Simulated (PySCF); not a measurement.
# Cl4Nb (NbCl4): the cost of one run

Computed with PySCF 2.14.0 and routines of our own; the level stands in each step. Atoms count from 0.

## (1) The starting structure

5 atoms, charge 0, multiplicity 2; geometry from: GFN2-xTB.

## (2) Relaxing the molecule at PBE0-D3(BJ)/def2-SVP

What the job is given:

```
{"job": {"xc": "PBE0", "basis": "def2-SVP", "d3": "d3bj", "grid": 1, "maxiter": 30, "shake": 0.03, "kind": "geom"}, "charge": 0, "multiplicity": 2}
Nb     0.061760    -0.076110     0.013780
Cl     0.243060    -0.452470     2.165860
Cl     2.070730     0.432050    -0.519180
Cl    -0.847230     1.634080    -1.209800
Cl    -1.453480    -1.648020    -0.512790
```

Command:

```console
$ OMP_NUM_THREADS=1 python heavy_run.py task.json out
```

This one command runs all jobs of the session in turn.

**Question.** How long does this first job take on 1 thread of Arm Neoverse V2, shared host, and how much memory does it need?

About 2 min, with a peak of 0.47 GiB.
